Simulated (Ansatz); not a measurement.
# Yb3TiAs3: the cost of one run

Method: DFT PBE, scalar-relativistic, plane waves, PAW, in Ansatz 0.2.0.

## Step 1: The starting structure

The structure is cubic, space group Pm-3m (No. 221). Conventional cell: a = 5.413 Å, b = 5.413 Å, c = 5.413 Å, α = 90.00°, β = 90.00°, γ = 90.00°. Around Yb (site symmetry 4/mmm) lie 2 Ti at 2.71 Å and 4 As at 2.71 Å. Ti (site symmetry m-3m) is surrounded by 6 Yb at 2.71 Å. Around As (site symmetry 4/mmm) lie 4 Yb at 2.71 Å.

As a file:

```
Yb Ti As
1.0
     5.41253    0.00000    0.00000
     0.00000    5.41253    0.00000
     0.00000    0.00000    5.41253
Yb Ti As
3 1 3
Cartesian
  2.7063 2.7063 0.0000
  0.0000 2.7063 2.7063
  2.7063 0.0000 2.7063
  2.7063 2.7063 2.7063
  2.7063 0.0000 0.0000
  0.0000 2.7063 0.0000
  0.0000 0.0000 2.7063
```

A structure generator made this guess: species swapped into a database cell of Ce3GaBr3 (Pm-3m, No. 221), with Yb on the Ce sites, Ti on the Ga sites and As on the Br sites. The dimensions are guesses.

## Step 2: The guess as it stands, on a coarse mesh

The input, input.yaml:

```yaml
crystal:
  lattice:
    - [5.41252633, 0.0, 0.0]
    - [0.0, 5.41252633, 0.0]
    - [0.0, 0.0, 5.41252633]
  atoms:
    - { symbol: Yb, position: [0.5, 0.5, 0.0] }
    - { symbol: Yb, position: [0.0, 0.5, 0.5] }
    - { symbol: Yb, position: [0.5, 0.0, 0.5] }
    - { symbol: Ti, position: [0.5, 0.5, 0.5] }
    - { symbol: As, position: [0.5, 0.0, 0.0] }
    - { symbol: As, position: [0.0, 0.5, 0.0] }
    - { symbol: As, position: [0.0, 0.0, 0.5] }
basis:
  ecutwfc: 420
kpoints:
  mp_grid: { grid: [4, 4, 4] }
hamiltonian:
  xc: pbe
scf:
  occupations: { method: gaussian, width: 0.1 }
  lower_state_search: "off"
output:
  forces: true
  stress: true
  eigenvalues: true
```

Started as:

```bash
> ansatz run input.yaml --threads 1 --pin off --max-ram 2048MiB --backend cpu --events-out ev --progress --plain --runs-dir out
```

Q: Estimate wall time and peak memory on 1 thread of Arm Neoverse V1, shared host.

About 13 s, with a peak of 0.48 GiB.
